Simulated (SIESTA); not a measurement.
# MoRh under changes of volume

One of the cells (14.823 Å³/atom); the others are scaled copies at fixed shape and fractional positions:

```xyz
4
Lattice="4.4450 0.0000 0.0000 0.0000 2.7530 0.0000 0.0000 0.0000 4.8450" Properties=species:S:1:pos:R:3 pbc="T T T"
Rh    1.1113    1.3765    1.5825
Rh    3.3338    1.3765    3.2626
Mo    1.1113    0.0000    4.0171
Mo    3.3338    0.0000    0.8279
```

The cell comes from a database or a generator and needn't be the stable form of this composition.

```yaml
Program: SIESTA 5.4.2
Functional: PBEsol
Potentials_or_basis: PseudoDojo 0.4 standard (PBEsol files)
Basis: DZP (energy shift 0.003 Ry; two zetas on semicore shells)
Grid_cutoff: 800 Ry
Energy_shift: 0.003 Ry
k_mesh: 6 × 10 × 6
Occupations: fermi-dirac, width 0.05 eV
Spin: no spin polarisation
```

| volume (Å³/atom) | energy over the lowest point (meV/atom) | pressure (GPa) | largest force (eV/Å) |
| --- | --- | --- | --- |
| 13.660 | 39.76 | 18.6 | 0.161 |
| 13.951 | ? | ? | ? |
| 14.241 | 0.00 | 4.0 | 0.075 |
| 14.823 | 7.44 | -7.6 | 0.004 |
| 15.113 | 25.78 | -12.4 | 0.030 |
| 15.404 | 52.38 | -16.7 | 0.066 |

Task: What does the run at 13.951 Å³/atom give?

Result: Energy over the lowest point 13.27 meV/atom; pressure 10.9 GPa; largest force 0.116 eV/Å.

Worked out: A Birch-Murnaghan fit of order 3 (a polynomial in V^(-2/3)) to the other rows has its minimum at 14.42 Å³/atom with B0 = V·E''(V) = 299 GPa and B' = 4.8 at fixed shape and positions, which overstates the stiffness. It gives 13.24 meV/atom at 13.951 Å³/atom, against the run's 13.27, and -dE/dV = 10.8 GPa, against 10.9.

Energies are extrapolated to zero smearing.

Caveats: the basis of atomic orbitals isn't converged, which shifts pressures, moduli and gaps.
